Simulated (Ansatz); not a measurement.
**CH₄S₂Si: how energies converge with the basis set**

One table from this session's results is given with a row withheld; the runs are named, their logs left out.

Program: Ansatz 0.2.0, Gaussian basis. Level of theory: one geometry, several basis sets. These are calculated values, not measurements.

Levels to be run: PBE0-D4/def2-SVP; ωB97M-V/def2-SVP; PBE0-D4/def2-QZVPP; ωB97M-V/def2-QZVPP; the functionals' def2-TZVPP values are taken from earlier runs.

## The relaxed structure

All runs share one geometry, relaxed beforehand with PBE0-D4 in a triple-zeta def2 set.

SMILES `CS[Si]S`, 8 atoms, charge 0, spin multiplicity 1.

Atoms are counted from 1 here; the program's logs count them from 0.

Bond lengths: C1–S2 1.808 Å, C1–H5 1.090 Å, C1–H6 1.090 Å, C1–H7 1.090 Å, S2–Si3 2.128 Å, Si3–S4 2.147 Å, S4–H8 1.344 Å. Angles: S2–C1–H5 106.8°, S2–C1–H6 110.9°, S2–C1–H7 110.9°, H5–C1–H6 108.8°, H5–C1–H7 108.8°, H6–C1–H7 110.5°, C1–S2–Si3 113.2°, S2–Si3–S4 106.0°, Si3–S4–H8 102.9°.

The first run:

Input file in.yaml:

```yaml
crystal:
  periodic: [false, false, false]
  atoms:
    - {symbol: C, position_ang: [-0.071825, 1.051234, -0.291173]}
    - {symbol: S, position_ang: [0.162895, 0.625569, 1.450279]}
    - {symbol: Si, position_ang: [0.299000, -1.470823, 1.791123]}
    - {symbol: S, position_ang: [0.104018, -2.397719, -0.136120]}
    - {symbol: H, position_ang: [-0.129783, 2.138178, -0.344514]}
    - {symbol: H, position_ang: [-1.002123, 0.630032, -0.672449]}
    - {symbol: H, position_ang: [0.773390, 0.713965, -0.891268]}
    - {symbol: H, position_ang: [-0.043271, -1.347435, -0.961580]}
basis:
  gaussian: {orbitals: def2-SVP}
hamiltonian: {xc: pbe0, dispersion: d4}
output: {orbitals: {seedname: orbitals}}
```

Steps of the session up to this table: PBE0-D4 in def2-SVP; ωB97M-V in def2-SVP; PBE0-D4 in def2-QZVPP; ωB97M-V in def2-QZVPP.

One of the session's tables, all rows but one given; the rest of the session is left out.

It belongs to the step «Density functionals: the series». 

| functional | basis | HOMO (eV) | LUMO (eV) |
| --- | --- | --- | --- |
| PBE0-D4 | def2-SVP | -6.97 | -1.91 |
| PBE0-D4 | def2-TZVPP | -6.99 | -1.97 |
| PBE0-D4 | def2-QZVPP | -7.01 | -2.01 |
| ωB97M-V | def2-SVP | -8.98 | 0.10 |
| ωB97M-V | def2-TZVPP | -9.04 | -0.04 |
| ωB97M-V | def2-QZVPP | ? | ? |

Estimate the missing values for ωB97M-V, def2-QZVPP.

The run gave: HOMO (eV): -9.07; LUMO (eV): -0.12. In the column «HOMO (eV)» it is the lowest.
